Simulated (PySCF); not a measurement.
# Cl2FeH12N4 (trans-[FeCl2(NH3)4]+): the cost of one run

Computed with PySCF 2.14.0 and routines of our own; the level stands in each step. Atoms count from 0.

### Step 1. The system as given

19 atoms, charge 1, states of the metal's open shell are computed; geometry from: model start, shaken.

### Step 2. Relaxing the molecule at PBE0-D3(BJ)/def2-SVP

The job: settings as JSON, then the geometry in Å.

```
{"job": {"xc": "PBE0", "basis": "def2-SVP", "d3": "d3bj", "grid": 1, "maxiter": 45, "kind": "geom"}, "charge": 1, "metal": "Fe", "open_shell": "d5"}
Fe     0.000020     0.004480    -0.004110
Cl    -0.013360    -0.006820     2.340130
Cl     0.000900     0.020100    -2.362380
N      2.065690     0.007350     0.005350
H      2.466920     0.928400    -0.000440
H      2.475770    -0.491340     0.809240
H      2.436820    -0.490520    -0.843730
N     -2.078530    -0.019010     0.004070
H     -2.462990    -0.945160    -0.037750
H     -2.473420     0.470450     0.817800
H     -2.488290     0.464010    -0.830780
N     -0.012130     2.090910    -0.012110
H     -0.000490     2.478600     0.933600
H      0.814430     2.466990    -0.470220
H     -0.834480     2.466480    -0.450800
N     -0.023210    -2.062110     0.001790
H     -0.009620    -2.435330    -0.930920
H      0.798120    -2.464220     0.479830
H     -0.818940    -2.455090     0.470180
```

On the command line:

```sh
> OMP_NUM_THREADS=1 python lf_run.py task.json out
```

One launch serves the whole session: the jobs run in the order shown.

Q: Estimate the wall time and peak memory of this first job on 1 thread of Arm Neoverse V2, shared host.

About 11 min, with a peak of 0.99 GiB.
